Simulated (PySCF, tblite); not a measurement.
**C5H11Si2 radical: geometry, infrared bands and EPR parameters**

What infrared bands and EPR parameters should C5H11Si2 radical (`[CH2]C(=C)/C([SiH3])=C\[SiH3]`) show?

Programs: tblite 0.8.0 and PySCF 2.14.0, with density-fitted response routines of our own. Each step states its level of theory. These are calculated values for one molecule in the gas phase, unless marked as measured. Atoms count from 0, in the outputs and in this text.

## 1. The starting structure

18 atoms, charge 0, multiplicity 2; geometry from: force field or distance geometry start.

Bonds of the start (Å): C0–C1 1.49, C1–C2 1.31, C1–C3 1.46, C3–Si4 1.85, C3–C5 1.33, C5–Si6 1.84, C0–H7 1.12, C0–H8 1.10, C2–H9 1.09, C2–H10 1.09, Si4–H11 1.49, Si4–H12 1.46, Si4–H13 1.46, C5–H14 1.07, Si6–H15 1.46, Si6–H16 1.49, Si6–H17 1.46.

## 2. Relaxing the molecule with GFN2-xTB

What the job is given:

```
{"job": {"kind": "relax", "xc": "GFN2-xTB", "basis": "xTB"}, "charge": 0, "multiplicity": 2}
C      0.889300     1.699700    -0.094500
C     -0.367400     0.896700    -0.115300
C     -1.517100     1.509200    -0.221700
C     -0.374500    -0.556300    -0.000300
Si    -1.943600    -1.544800    -0.002600
C      0.742800    -1.259000     0.128500
Si     2.386300    -0.433000     0.162300
H      0.888200     2.386000     0.790300
H      0.942900     2.361700    -0.973700
H     -1.486500     2.594800    -0.303200
H     -2.480300     1.006200    -0.244900
H     -1.686500    -2.982900    -0.299900
H     -2.854900    -1.068000    -1.039500
H     -2.475900    -1.436300     1.351600
H      0.698700    -2.328000     0.215100
H      2.753700     0.199400    -1.103100
H      3.380400    -1.510700     0.432300
H      2.495800     0.471700     1.307000
```

On the command line:

```sh
$ OMP_NUM_THREADS=1 python probes_run.py task.json out
```

The driver reads the jobs from task.json and runs them one after another.

**Question.** This job is followed by: GFN2-xTB harmonic vibrations, gas phase; UKS B3LYP, pcH-1 on C H Si, non-relativistic, mean-field spin-orbit, GIAO. Predict these results of the whole session: strongest single infrared mode (GFN2-xTB); zero-point energy (GFN2-xTB); g(iso) (B3LYP); ⟨S²⟩; largest a(iso) (averaged by class); potential on the surface of density 0.002 e/bohr³, 1st and 99th percentile.

The runs gave:

| quantity | value |
| --- | --- |
| strongest single infrared mode (GFN2-xTB) | 2239 cm⁻¹, 466 km/mol |
| zero-point energy (GFN2-xTB) | 78.3 kcal/mol |
| g(iso) (B3LYP) | 2.00261 |
| ⟨S²⟩ | 0.779 (exact 0.75) |
| largest a(iso) (averaged by class) | 13C on C2, 57.2 MHz |
| potential on the surface of density 0.002 e/bohr³, 1st and 99th percentile | -0.42 V and 1.01 V |

In words: Over 222 steps the energy fell by 1.151 eV; of the close pairs, C0–C1 changed most, 1.491 to 1.378 Å. The lowest mode is imaginary (57i cm⁻¹), so the xTB geometry is not a minimum: the zero-point energy counts the real modes alone, and all values at this geometry belong to a saddle point. The strongest single mode, at 2239 cm⁻¹, moves mainly H11. GFN2-xTB is a fitted tight-binding method: band positions and strengths are rough. Its intensities can rank the bands wrongly. The largest spin populations lie on C2 (0.71 e), C0 (0.67 e). The isotropic g lies 0.3 ppt above the free-electron value. These values are for one conformer; the search (at its own cheap level) found 1 more, at 0.08 kcal/mol, and measured spectra average over such forms.
